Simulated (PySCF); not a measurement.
**The bond of BeZn+, level by level**

One job finds the state of BeZn+, follows it along the bond with each method and fits the curves.

Computed with PySCF 2.14.0. Level: Be jorge-DZP-DKH, Zn jorge-DZP-DKH, spin-free X2C with a Gaussian nucleus.

### 1 Set-up

Settings of the job:

```yaml
atoms: Be, Zn
charge: 1
basis: Be jorge-DZP-DKH, Zn jorge-DZP-DKH
Hamiltonian: spin-free X2C with a Gaussian nucleus
basis_functions: 58
electrons_treated: 33
masses_in_u: 9.0122, 63.9291
levels: PBE0, PBE, r²SCAN, BHandHLYP, LDA, M06-L, HF, MP2, SCS-MP2, CCSD, CCSD(T)
grid: 80 radial by 434 angular points
occupations: held fixed by the projection of orbital angular momentum
dissociation_limit: Be+ + Zn, each in its ground configuration
starting_distance_in_angstrom: 2.250
values_of_2S_to_try: 1, 3
```

Command:

```bash
> OMP_NUM_THREADS=1 python dia.py task.json out
```

Further steps of the session: The PBE0 curve of the state that the search chose; Excited determinants; PBE (GGA); r²SCAN; BHandHLYP; LDA; M06-L (meta-GGA); ROHF; MP2 and coupled cluster.

**Question.** What will these runs give? Wanted: for each run, Re; ωe; De; μ.

As calculated:

Lowest PBE0 solution found, without spin–orbit coupling: ²Σ⁺ (doublet), unpaired electrons σ ↑. State 2 has its PBE0 minimum 4.16 eV higher. The other levels ran on the lowest alone.

```tsv
level	Re (Å)	ωe (cm⁻¹)	De (eV)	μ (D)
ROHF	2.410	373	1.62	-1.77
ROHF-MP2	2.329	399	1.94	n/a
ROHF-SCS-MP2	2.346	390	1.91	n/a
ROHF-CCSD	2.359	385	2.03	n/a
ROHF-CCSD(T)	2.353	387	2.05	n/a
LDA	2.246	420	2.38	-3.48
PBE	2.287	403	2.34	-3.23
r²SCAN	2.274	418	2.34	-3.20
M06-L	2.301	395	2.25	-3.02
PBE0	2.318	395	2.25	-3.10
BHandHLYP	2.356	374	2.03	-3.21
```

De is counted to Be+ + Zn in their ground configurations. A positive dipole points from Be to Zn; in an ion it is taken about the centre of mass and does not tell which atom is negative.

Differences from CCSD(T) in the same basis:

```tsv
level	Re (mÅ)	ωe (%)
ROHF	+57	-3.9
ROHF-MP2	-23	+2.9
ROHF-SCS-MP2	-6	+0.8
ROHF-CCSD	+7	-0.6
LDA	-106	+8.4
PBE	-65	+4.0
r²SCAN	-79	+7.8
M06-L	-52	+2.0
PBE0	-35	+2.0
BHandHLYP	+3	-3.4
```

In words: Against CCSD(T) in the same basis, the bond length is nearest at BHandHLYP (+3 mÅ) and farthest at LDA (-106 mÅ); the wavenumber is nearest at ROHF-CCSD (-0.6 %) and farthest at LDA (+8.4 %). CCSD(T) in a basis this small is itself some way from its limit, more so than the functionals. Of the levels with a De here, ROHF gives the least (1.62 eV) and LDA the most (2.38 eV).

Correlated steps freeze 5 core orbitals.
